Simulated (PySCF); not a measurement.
The system is C2GeFH3, in a box.

```xyz
7
Lattice="14.0000 0.0000 0.0000 0.0000 13.0000 0.0000 0.0000 0.0000 12.0000" Properties=species:S:1:pos:R:3 pbc="T T T"
C     8.3595    5.5454    6.9864
C     7.4231    6.1575    6.5398
Ge    5.9748    7.1600    5.8524
F     4.8413    6.0185    5.1966
H     9.1847    4.9960    7.3793
H     5.2441    7.9063    6.9702
H     6.4233    8.0460    4.6887
```

Base run:

| Property | Result |
| --- | --- |
| Program | PySCF 2.14.0 |
| Functional | X3LYP |
| Potentials or basis | pob-tzvp-rev2 (all-electron) |
| k mesh | 1 × 1 × 1 |
| Occupations | fixed |
| Spin | no spin polarisation |

Its results: gap between the frontier levels 7.75 eV.

Problem. The run is repeated on the same cell with these changes: functional from X3LYP to PBE. What comes out?

Solution. Gap between the frontier levels 5.81 eV.

X3LYP gives the wider gap, since exact exchange removes part of the self-interaction.

Caveats: this is a molecule in a periodic box at the Γ point, so its band gap is the HOMO-LUMO gap; relativity is left out, which matters for the heavier elements; the basis of atomic orbitals isn't converged, which shifts pressures, moduli and gaps; this basis is made for solids and lacks diffuse functions, so gaps of a molecule come out too wide by an eV or more.

